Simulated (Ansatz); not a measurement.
**CH5GeS radical: basis-set convergence**

One table from this session's results is given with a row withheld; the runs are named, their logs left out.

Program: Ansatz 0.2.0, Gaussian basis. Level of theory: one geometry, several basis sets. These are calculated values, not measurements.

The runs, in order: PBE0-D4/def2-SVP; ωB97M-V/def2-SVP; PBE0-D4/def2-QZVPP; ωB97M-V/def2-QZVPP; the functionals' def2-TZVPP values are taken from earlier runs.

## The relaxed structure

An earlier PBE0-D4 in a triple-zeta def2 set relaxation fixed the geometry.

SMILES `C[S][GeH2]`, 8 atoms, charge 0, spin multiplicity 2.

Atoms are counted from 1 here; the program's logs count them from 0.

Bond lengths: C1–S2 1.812 Å, C1–H4 1.089 Å, C1–H5 1.090 Å, C1–H6 1.090 Å, S2–Ge3 2.207 Å, Ge3–H7 1.554 Å, Ge3–H8 1.546 Å. Angles: S2–C1–H4 111.0°, S2–C1–H5 111.1°, S2–C1–H6 106.7°, H4–C1–H5 110.0°, H4–C1–H6 108.8°, H5–C1–H6 109.0°, C1–S2–Ge3 100.5°, S2–Ge3–H7 108.4°, S2–Ge3–H8 105.4°, H7–Ge3–H8 110.7°.

The first run:

Input file in.yaml:

```yaml
crystal:
  periodic: [false, false, false]
  atoms:
    - {symbol: C, position_ang: [-0.638755, 1.117072, -0.402116]}
    - {symbol: S, position_ang: [-0.851676, -0.165660, 0.859555]}
    - {symbol: Ge, position_ang: [0.635302, -1.648882, 0.181677]}
    - {symbol: H, position_ang: [-0.953794, 0.758653, -1.381499]}
    - {symbol: H, position_ang: [0.395589, 1.457808, -0.444751]}
    - {symbol: H, position_ang: [-1.275792, 1.952154, -0.111131]}
    - {symbol: H, position_ang: [1.964601, -0.906342, -0.127144]}
    - {symbol: H, position_ang: [0.816726, -2.622005, 1.369510]}
basis:
  gaussian: {orbitals: def2-SVP}
magnetization: {spin_polarized: true, initial_magnetization: 1}
hamiltonian: {xc: pbe0, dispersion: d4}
output: {orbitals: {seedname: orbitals}}
```

Started as:

```
ansatz run in.yaml --threads 4 --pin off --events-out ev --progress --plain --max-ram 10444MiB
```

Steps of the session up to this table: PBE0-D4 in def2-SVP; ωB97M-V in def2-SVP; PBE0-D4 in def2-QZVPP; ωB97M-V in def2-QZVPP.

One of the session's tables, all rows but one given; the rest of the session is left out.

It belongs to the step «Functionals by basis». 

| functional | basis | HOMO (eV) | LUMO (eV) |
| --- | --- | --- | --- |
| PBE0-D4 | def2-SVP | -5.75 | -2.74 |
| PBE0-D4 | def2-TZVPP | -5.82 | -2.78 |
| PBE0-D4 | def2-QZVPP | -5.85 | -2.83 |
| ωB97M-V | def2-SVP | -7.69 | -0.92 |
| ωB97M-V | def2-TZVPP | ? | ? |
| ωB97M-V | def2-QZVPP | -7.80 | -1.13 |

Estimate the missing values for ωB97M-V, def2-TZVPP.

As computed: HOMO (eV): -7.77; LUMO (eV): -1.03. In the column «HOMO (eV)» it lies between ωB97M-V, def2-QZVPP (-7.80) and ωB97M-V, def2-SVP (-7.69).
